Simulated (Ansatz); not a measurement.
# LuCd: the cost of one run

Computed with Ansatz 0.2.0 (DFT PBEsol, all-electron LAPW, scalar-relativistic unless said, unless a step's input says otherwise).

### 1 The system as given

It takes space group Pm-3m (No. 221, cubic). Conventional cell: a = 3.609 Å, b = 3.609 Å, c = 3.609 Å, α = 90.00°, β = 90.00°, γ = 90.00°. Lu (site symmetry m-3m) has 8 Cd at 3.13 Å in its first shell of neighbours. Cd (site symmetry m-3m) is surrounded by 8 Lu at 3.13 Å.

As a file:

```
Lu Cd
1.0
     3.60859    0.00000    0.00000
     0.00000    3.60859    0.00000
     0.00000    0.00000    3.60859
Lu Cd
1 1
Direct
  0.50000 0.50000 0.50000
  0.00000 0.00000 0.00000
```

Cartesian axes are those of the input's lattice vectors. The structure goes back to a database entry.

### 2 Reference run, LAPW

The input, input.yaml:

```yaml
crystal:
  lattice:
    - [3.60858999503, 0.0, 0.0]
    - [0.0, 3.60858999503, 0.0]
    - [0.0, 0.0, 3.60858999503]
  atoms:
    - { symbol: Lu, position: [0.5, 0.5, 0.5] }
    - { symbol: Cd, position: [0.0, 0.0, 0.0] }
kpoints:
  mp_grid: { grid: [10, 10, 10] }
scf:
  occupations: { method: fermi_dirac, width: 0.1 }
hamiltonian:
  xc: pbesol
  pseudopotentials: { kind: all_electron, lapw: { basis_error: 0.001 } }
phonons:
  qmesh: [2, 2, 2]
  qpath:
    path:
      - [0.0, 0.0, 0.0]
      - [0.0, 0.5, 0.0]
      - [0.5, 0.5, 0.0]
      - [0.0, 0.0, 0.0]
      - [0.5, 0.5, 0.5]
      - [0.0, 0.5, 0.0]
      - [0.5, 0.5, 0.5]
      - [0.5, 0.5, 0.0]
    npoints: 6
  temperatures: { t_min: 0, t_max: 1000, t_step: 100 }
```

The run is started by

```sh
> ansatz run input.yaml --threads 1 --pin off --max-ram 3072MiB --backend cpu --events-out ev --progress --plain --runs-dir out
```

**Question.** How long does this run take on 1 thread of Intel Xeon Platinum 8259CL at 2.50GHz (Skylake/Cascade Lake), shared host, and how much memory does it need?

About 30 min, with a peak of 1.7 GiB.
